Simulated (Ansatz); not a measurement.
GaC₃ (distorted cell), a check of forces and pressure against finite differences

Computed with the Ansatz DFT code, driven from Python.

Notebook, run cell by cell (the value of a cell's last expression is shown):

```python
import ansatz as az
import numpy as np
```

```python
vectors0 = np.array([
    [3.19738, 0.00413, 0.03848],
    [0.00413, 3.32835, -0.01252],
    [0.03848, -0.01252, 3.27363],
])
sites = [
    ("Ga", (0.98826, 0.00684, 0.02792)),
    ("C", (0.01662, 0.49551, 0.50814)),
    ("C", (0.50251, 0.99119, 0.5325)),
    ("C", (0.51014, 0.49445, 0.98009)),
]
```

```python
def make_crystal(cell):
    crystal = az.Crystal(lattice=az.Lattice.of(cell))
    for symbol, position in sites:
        crystal = crystal.atom(symbol, position)
    return crystal
```

```python
def solve(crystal):
    return (
        crystal.calculation()
        .occupations(az.OccupationsMethod.FERMI_DIRAC, width=0.15)  # the run then minimises F = E - TS
        .basis(540, xc_grid=2)  # cutoff of the orbital basis
        .kpoints(5, 5, 5)
        .scf(tolerance=1e-09)
        .forces()  # minus the gradient of the free energy
        .stress()  # positive in compression
        .run(threads=1)
    ).report
```

```python
centre = solve(make_crystal(vectors0))
start = make_crystal(vectors0)
# central difference: F = -(E(+h) - E(-h)) / 2h
print(f"force on atom 1 along x: analytic {centre['forces_ev_ang'][1][0]:.4f} eV/A")
for h in (0.005, 0.02):
    shift = np.eye(3)[0] * h @ np.linalg.inv(vectors0)
    plus, minus = (solve(start.move(1, to=np.array(sites[1][1]) + sign * shift))["lagrangian_ev"] for sign in (1, -1))
    print(f"  step {h} A: numerical {-(plus - minus) / (2 * h):.4f} eV/A")
# P = -dF/dV; the difference feels the change of the plane-wave count with the cell
volume = abs(np.linalg.det(vectors0))
larger, smaller = (solve(make_crystal(vectors0 * (1 + sign * 0.005) ** (1 / 3)))["lagrangian_ev"] for sign in (1, -1))
numerical = -(larger - smaller) / (0.01 * volume) * 160.21766
print(f"pressure: analytic {np.trace(centre['stress_gpa']) / 3:.3f}, numerical {numerical:.3f} GPa")
```

    DeckWarning: output.stress: scf.convergence.dr2_threshold = 1e-9 eV is looser than the 4e-10 eV advised for a printed stress (1e-10 eV for each atom of the cell: 4). What an SCF threshold leaves in a [...]
    force on atom 1 along x: analytic 0.5260 eV/A
      step 0.005 A: numerical 0.5260 eV/A
      step 0.02 A: numerical 0.5264 eV/A
    pressure: analytic 10.435, numerical 10.439 GPa

Reading the output:
- For a metal this k-point mesh is coarse: on a finer one energies can move by several to tens of meV an atom and pressures by half a GPa or more, differences at one mesh by less.
- The smearing is wide enough that free energy and stress hold a thermal part of the electrons.
- Pressure is positive in compression.
- No functional is typed, so the default, PBE, holds.
- The cell is a database structure, distorted on purpose.
- Warnings are shown shortened and without file and line.
- The central difference errs as the square of the step, so the shorter step is the fairer test; what remains comes from the finite grid and the SCF threshold.
- Wall time of the script: 52 s on 1 thread of Arm Neoverse V1, with other jobs on the host, peak memory 0.42 GiB.
